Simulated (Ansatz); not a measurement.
# ZrH2 (quintet): wave-function methods side by side at angle H2–Zr1–H3 = 125.8°, def2-SVP

How much of the correlation energy of ZrH2 (quintet) does each wave-function method recover here?

Program: Ansatz 0.2.0, Gaussian basis. Level of theory: def2-SVP, core rule «outside noble gas», up to 4 orbitals frozen. These are calculated values, not measurements.

The runs, in order: UHF; CCSD(T) on ROHF; CCSD(T) on UHF; CISD; CCSDT(Q) on ROHF; CCSDT(Q) on UHF; CASSCF and MRCISD+Q, 6 electrons in 6 orbitals; CASSCF and NEVPT2, 6 electrons in 6 orbitals; Full CI.

25 further runs of the same task are left out: 18 for a known fault of the program, 7 that didn't finish.

**1. The geometry**

The geometry derives from a PBE0/def2-TZVP stationary point (not a proven minimum). One angle is set to the value named; bond lengths are kept. No spin-orbit coupling is included. Elements past krypton take def2 core potentials.

3 atoms, charge 0, spin multiplicity 5.

Atoms are counted from 1 here; the program's logs count them from 0.

Bond lengths: Zr1–H2 1.969 Å, Zr1–H3 1.969 Å. Angles: H2–Zr1–H3 125.8°.

**2. UHF**

in.yaml

```yaml
crystal:
  periodic: [false, false, false]
  atoms:
    - {symbol: Zr, position_ang: [-0.019391, 0.000000, 0.000000]}
    - {symbol: H, position_ang: [0.877486, 0.000000, -1.752651]}
    - {symbol: H, position_ang: [0.877486, 0.000000, 1.752651]}
basis:
  gaussian: {orbitals: def2-SVP}
magnetization: {spin_polarized: true, initial_magnetization: 4}
hamiltonian: {xc: hf}
output: {orbitals: {seedname: orbitals}}
```

On the command line:

```
ansatz run in.yaml --threads 1 --pin off --events-out ev --progress --plain --max-ram 2393MiB
```

After this run come: CCSD(T) on ROHF; CCSD(T) on UHF; CISD; CCSDT(Q) on ROHF; CCSDT(Q) on UHF; CASSCF and MRCISD+Q, 6 electrons in 6 orbitals; CASSCF and NEVPT2, 6 electrons in 6 orbitals; Full CI.

Q: Predict the results of all the runs planned. Wanted: FCI below the RHF energy; RMP2 from FCI; UMP2 from FCI; RCCSD from FCI; RCCSD(T) from FCI; UCCSD(T) from FCI; RCCSDT(Q) from FCI; UCCSDT(Q) from FCI; NEVPT2 pair from FCI.

As calculated:

| quantity | value |
| --- | --- |
| FCI below the RHF energy | -1.9500 eV |
| RMP2 from FCI | +70.5 kJ/mol |
| UMP2 from FCI | +68.7 kJ/mol |
| RCCSD from FCI | +13.5 kJ/mol |
| RCCSD(T) from FCI | +4.3 kJ/mol |
| UCCSD(T) from FCI | -2.6 kJ/mol |
| RCCSDT(Q) from FCI | -0.4 kJ/mol |
| UCCSDT(Q) from FCI | -7.0 kJ/mol |
| NEVPT2 pair from FCI | +66.4 kJ/mol |
| MRCISD+Q pair from FCI | +18.1 kJ/mol |
| levels within 1 kcal/mol (43 meV) | UCCSD(T), RCCSDT, RCCSDT(Q) |
| T1 diagnostic | 0.044 |
| effectively unpaired electrons | 4.08 |

**Reading.** RCCSD(T) lands +4.3 kJ/mol from the yardstick (2.3 % of the correlation energy). CCSD(T) misses by +4.3 kJ/mol on the restricted determinant and by -2.6 kJ/mol on the unrestricted one; the two need not hold the same state or core. UCCSD(T), UCCSDT, RCCSDT(Q), UCCSDT(Q) fall below full CI: unrestricted runs freeze a spin-polarised core, another one than full CI's, and coupled cluster isn't variational. The occupations are near whole numbers, but T1 = 0.044 shows that the orbitals relax strongly. Of the multireference levels listed MRCISD+Q pair comes nearest in total energy (+18.1 kJ/mol), which doesn't show that its space is the better one. Coupled cluster took another determinant than the lowest Hartree-Fock one. These misses are within one basis, not against nature; the frozen cores of restricted and unrestricted runs differ, which can shift their rows.
